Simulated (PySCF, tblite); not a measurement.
# C₅H₁₄B₂: geometry, infrared bands and NMR shifts

Aim: predict the infrared bands and NMR shifts of C₅H₁₄B₂ (`BCBC(C)(C)C`).

Programs: tblite 0.8.0 and PySCF 2.14.0, with density-fitted response routines of our own. Each step states its level of theory. These are calculated values for one molecule in the gas phase, unless marked as measured. Atoms are numbered from 0 throughout.

**1. Starting geometry**

21 atoms, charge 0, multiplicity 1; geometry from: force field or distance geometry start.

Bonds of the start (Å): B0–C1 1.56, C1–B2 1.56, B2–C3 1.60, C3–C4 1.51, C3–C5 1.51, C3–C6 1.49, B0–H7 1.20, B0–H8 1.19, C1–H9 1.13, C1–H10 1.12, B2–H11 1.19, C4–H12 1.10, C4–H13 1.11, C4–H14 1.11, C5–H15 1.12, C5–H16 1.10, C5–H17 1.10, C6–H18 1.09, C6–H19 1.11, C6–H20 1.13.

**2. Optimising the geometry with GFN2-xTB**

The job: settings as JSON, then the geometry in Å.

```
{"job": {"kind": "relax", "xc": "GFN2-xTB", "basis": "xTB"}, "charge": 0, "multiplicity": 1}
B      2.289100     0.357000    -1.312200
C      2.026400    -0.516100    -0.044600
B      0.556000    -1.023000     0.126400
C     -0.712800    -0.046900     0.170800
C     -0.449600     0.958900     1.270600
C     -1.913100    -0.854600     0.612700
C     -1.049700     0.554800    -1.155200
H      2.195700     1.544200    -1.167000
H      3.142700     0.005800    -2.059600
H      2.308900     0.048400     0.887700
H      2.669900    -1.435400    -0.073000
H      0.411700    -2.065800     0.686300
H      0.312600     1.705300     1.010400
H     -1.435000     1.420200     1.505100
H     -0.144200     0.376700     2.164500
H     -1.610800    -1.400400     1.547200
H     -2.718700    -0.167500     0.913400
H     -2.312300    -1.532200    -0.159300
H     -0.281800     1.228200    -1.548500
H     -1.295300    -0.295500    -1.828700
H     -1.998600     1.154900    -1.083300
```

Command:

```bash
$ OMP_NUM_THREADS=1 python probes_run.py task.json out
```

One launch serves the whole session: the jobs run in the order shown.

**Question.** This job is followed by: GFN2-xTB harmonic vibrations, gas phase; GIAO PBE0/pcSseg-1 NMR shielding, non-relativistic, gas phase. What will the session give for the following? strongest single infrared mode (GFN2-xTB); zero-point energy (GFN2-xTB); 13C shifts against TMS (PBE0/pcSseg-1, means over atoms taken as alike); 1H shifts against TMS (PBE0/pcSseg-1, means over atoms taken as alike); 11B shifts against BF3·OEt2 (PBE0/pcSseg-1).

The runs gave:

```
                                                               quantity                       value
                              strongest single infrared mode (GFN2-xTB)       1056 cm⁻¹, 192 km/mol
                                           zero-point energy (GFN2-xTB)              112.9 kcal/mol
13C shifts against TMS (PBE0/pcSseg-1, means over atoms taken as alike)        58.7, 32.2, 25.5 ppm
 1H shifts against TMS (PBE0/pcSseg-1, means over atoms taken as alike)  7.95, 7.51, 3.75, 0.92 ppm
                            11B shifts against BF3·OEt2 (PBE0/pcSseg-1)              87.1, 85.5 ppm
```

Over 110 steps the energy fell by 0.823 eV; of the close pairs, C3–C6 changed most, 1.495 to 1.543 Å. All 57 modes are real, so the xTB geometry is a minimum. The strongest single mode, at 1056 cm⁻¹, is spread over many atoms; the largest shares are those of H10, C1. Unscaled tight-binding wavenumbers are off by several per cent, some by more. Its intensities can rank the bands wrongly. At PBE0/pcSseg-1: Shielding is most anisotropic at B0 (span 198 ppm, paramagnetic term -178 ppm).
